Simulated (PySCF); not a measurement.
**GeF2: structure of the singlet**

Aim: relax GeF2 as a singlet from a bent start, check by its vibrations whether the end is a minimum, and collect its spectrum and constants.

Program: PySCF 2.14.0. Level of theory: PBE0, basis Ge def2-TZVP, F def2-TZVP, no relativity, density fitting. These are calculated values, not measurements.

## (1) The starting structure

3 atoms, charge 0, spin multiplicity 1.

Bond lengths: Ge1–F2 1.850 Å, Ge1–F3 1.850 Å. Angles: F2–Ge1–F3 110.0°.

Z-matrix (Å, degrees; charge 0 multiplicity 1):
```
Ge
F  1 1.8500
F  1 1.8500 2 110.00
```

## (2) Finding the electronic state

One driver script runs all steps and calls PySCF; scf.py shows how it sets up the SCF of each step. The optimiser is the driver's own. After this first run the driver tries any further starts and a stability analysis.

File scf.py:

```python
from pyscf import gto, scf, dft
mol = gto.M(atom='''
Ge     0.000000     0.000000     0.000000
F      1.515400     0.000000     1.061100
F     -1.515400     0.000000     1.061100''',
    basis={'Ge': 'def2-TZVP', 'F': 'def2-TZVP'},
    charge=0, spin=0)
mf = dft.RKS(mol, xc='PBE0')
mf.grids.atom_grid = (50, 194)
aux = {'Ge': 'def2-universal-JKFIT', 'F': 'def2-universal-JKFIT'}
mf = mf.density_fit(auxbasis=aux)
mf.conv_tol = 1e-08
mf.diis_space = 10
mf.max_cycle = 60
mf.init_guess = 'minao'
mf.verbose = 4
mf.kernel()
```

The run is started by

```
OMP_NUM_THREADS=2 python axn.py task.json out
```

What it wrote:

```text
init E= -2275.60780276646
  HOMO = -0.313485247539873  LUMO = -0.0954833621071245  gap/eV = 5.93213
cycle= 1 E= -2276.20840785441  delta_E= -0.601  |g|= 1.11  |ddm|= 1.44
  HOMO = -0.226366802070554  LUMO = -0.121555161318  gap/eV = 2.85207
cycle= 2 E= -2275.2909897449  delta_E= 0.917  |g|=  2.6  |ddm|= 1.76
  HOMO = -0.337850574771693  LUMO = -0.113325136455529  gap/eV = 6.10965
cycle= 3 E= -2276.38924533535  delta_E= -1.1  |g|= 0.218  |ddm|= 1.25
  HOMO = -0.329562404873414  LUMO = -0.110428726725225  gap/eV = 5.96293
cycle= 4 E= -2276.39397403502  delta_E= -0.00473  |g|= 0.0851  |ddm|= 0.132
  HOMO = -0.333990025048088  LUMO = -0.111802248123894  gap/eV = 6.04604
cycle= 5 E= -2276.39467342968  delta_E= -0.000699  |g|= 0.0124  |ddm|= 0.036
  HOMO = -0.333028815020292  LUMO = -0.110375299170805  gap/eV = 6.05871
cycle= 6 E= -2276.3947074629  delta_E= -3.4e-05  |g|= 0.000856  |ddm|= 0.0106
  HOMO = -0.333183773208859  LUMO = -0.110475404125417  gap/eV = 6.06020
cycle= 7 E= -2276.39470765151  delta_E= -1.89e-07  |g|= 0.000244  |ddm|= 0.00131
  HOMO = -0.33318605749038  LUMO = -0.110494476439655  gap/eV = 6.05975
cycle= 8 E= -2276.39470766358  delta_E= -1.21e-08  |g|= 6.91e-05  |ddm|= 0.000204
  HOMO = -0.333177327828224  LUMO = -0.110489709997651  gap/eV = 6.05964
cycle= 9 E= -2276.39470766443  delta_E= -8.51e-10  |g|= 9.6e-06  |ddm|= 5.44e-05
  HOMO = -0.33317748901711  LUMO = -0.110490857127097  gap/eV = 6.05961
Extra cycle  E= -2276.39470766444  delta_E= -7.28e-12  |g|= 1.34e-05  |ddm|= 1.35e-05
converged SCF energy = -2276.39470766444
```

This step, with its further starts and checks, needed 8.6 s of wall time on 2 threads of Arm Neoverse V2, shared host.

Energies from each starting density:

```tsv
start	energy (Eh)
the minimal-basis guess	-2276.394708
a thermally smeared density	-2276.394708
a smeared PBE density	-2276.394708
```

The test of internal stability and the other starts found no lower closed-shell solution.

## (3) Relaxing the singlet from the bent start

The program finds C2v symmetry in the start, which this walk keeps.

scf.py: that of step 2 with these lines changed.

```diff
@@ -3,3 +3,3 @@
-Ge     0.000000     0.000000     0.000000
-F      1.515400     0.000000     1.061100
-F     -1.515400     0.000000     1.061100''',
+Ge     0.000000     0.000000    -0.360250
+F      1.515400     0.000000     0.700850
+F     -1.515400     0.000000     0.700850''',
@@ -15 +14,0 @@
-mf.init_guess = 'minao'
```

Energy and gradient, step by step:

```tsv
step	energy (Eh)	change (kJ/mol)	largest symmetric gradient (Eh/bohr)
0	-2276.394708	0.00	0.03715
1	-2276.406966	-32.18	0.00760
2	-2276.407343	-33.17	0.01117
3	-2276.407769	-34.29	0.00541
4	-2276.407811	-34.40	0.00128
5	-2276.407819	-34.42	0.00008
6	-2276.407819	-34.42	0.00001
```

The walk took 8.6 s.

Positions (Å) and forces (eV/Å) along the way:

```
step 0
Ge   0.000   0.000  -0.360   0.000   0.000   1.560
F    1.515   0.000   0.701  -1.910   0.000  -0.780
F   -1.515   0.000   0.701   1.910   0.000  -0.780
step 1
Ge   0.000   0.000  -0.394   0.000   0.000  -0.027
F    1.360   0.000   0.718  -0.391   0.000   0.014
F   -1.360   0.000   0.718   0.391   0.000   0.014
step 3
Ge   0.000   0.000  -0.420   0.000   0.000  -0.278
F    1.304   0.000   0.731   0.121   0.000   0.139
F   -1.304   0.000   0.731  -0.121   0.000   0.139
step 6
Ge   0.000   0.000  -0.426   0.000   0.000   0.000
F    1.304   0.000   0.734   0.000   0.000   0.000
F   -1.304   0.000   0.734   0.000   0.000   0.000
```

It settles in C2v symmetry, 34.4 kJ/mol below the start, after 6 steps: Ge–F 1.745 Å (×2); F–Ge–F 96.8°.

## (4) Vibrations and properties at this point

On the finer grid the gradient is checked again; gradients at displacements of ±0.02 bohr then give force constants and infrared intensities.

scf.py: that of step 3 with these lines changed.

```diff
@@ -3,3 +3,3 @@
-Ge     0.000000     0.000000    -0.360250
-F      1.515400     0.000000     0.700850
-F     -1.515400     0.000000     0.700850''',
+Ge     0.000000     0.000000    -0.390500
+F      1.308220     0.000000     0.764079
+F     -1.308220     0.000000     0.764079''',
@@ -9 +9 @@
-mf.grids.atom_grid = (50, 194)
+mf.grids.atom_grid = (75, 302)
@@ -12 +12 @@
-mf.conv_tol = 1e-08
+mf.conv_tol = 1e-10
```

This SCF starts from the last density.

Log of the central SCF (cycles and frontier levels):

```text
init E= -2276.40758281667
  HOMO = -0.328446453465681  LUMO = -0.0947715659378048  gap/eV = 6.35862
cycle= 1 E= -2276.40758281668  delta_E= -9.09e-12  |g|= 2.66e-06  |ddm|= 2.01e-06
  HOMO = -0.328446639200628  LUMO = -0.0947717014393987  gap/eV = 6.35862
Extra cycle  E= -2276.40758281668  delta_E= 8.64e-12  |g|= 2.94e-06  |ddm|= 2.13e-06
converged SCF energy = -2276.40758281668
```

The whole step took 20 s.

Geometry: C2v; Ge–F 1.745 Å (×2); F–Ge–F 97.1°.

Harmonic modes (main isotopes):

```
symmetry  ω (cm⁻¹)  IR (km/mol)
      a1       259         12.7
      b2       667          139
      a1       694          100
```

Every mode is real; the point is a minimum.

Properties at this point:

- Dipole moment: 2.47 D
- Highest occupied level: -8.94 eV
- Lowest empty level: -2.58 eV
- Rotational constants: 0.5039, 0.2592, 0.1712 cm⁻¹
- Zero-point energy: 9.7 kJ/mol
- Principal polarisabilities: 24.9, 26.7, 29.4 bohr³
- Atomisation energy without zero-point energy: 1050 kJ/mol
- Principal traceless quadrupole moments about the centre of mass: -4.66, -1.15, 5.81 D Å
- Entropy at 298.15 K and 1 bar: 271.2 J/(mol K)
- Heat capacity Cp at 298.15 K: 47.8 J/(mol K)
- Enthalpy at 298.15 K above 0 K: 11.79 kJ/mol
- Rotational symmetry number: 2

Charges (e) and bond orders:

| atom | Mulliken | Löwdin | polar tensor | Mayer order to Ge1 |
| --- | --- | --- | --- | --- |
| Ge1 | 0.73 | 0.36 | 1.24 | – |
| F2,3 | -0.36 | -0.18 | -0.62 | 0.96 |

Mulliken populations on Ge1: s 7.91, p 13.04, d 10.24, f 0.08.

## (5) Would spin polarisation lower it?

At the lowest minimum the closed shell is tested against spin polarisation, on the (50, 194) grid. It is stable.

## (6) Summary of results

| quantity | value |
| --- | --- |
| minimum | singlet, C2v |
| geometry | Ge–F 1.745 Å (×2); F–Ge–F 97.1° |
| wavenumbers (cm⁻¹) | 259 (a1), 667 (b2), 694 (a1) |
| dipole moment | 2.47 D |
| highest occupied, lowest empty level | -8.94, -2.58 eV |
| polar-tensor charge of Ge1 | +1.24 e |
| zero-point energy | 9.7 kJ/mol |
| entropy at 298.15 K | 271.2 J/(mol K) |
| atomisation energy (no zero-point energy) | 1050 kJ/mol |

The bent start keeps its C2v symmetry and ends in a minimum. The strongest infrared band lies at 667 cm⁻¹ (b2, stretch). Other starts or spin states, not run here, may lie lower.

The search up to here needed 41 s of wall time on 2 threads of Arm Neoverse V2, shared host.
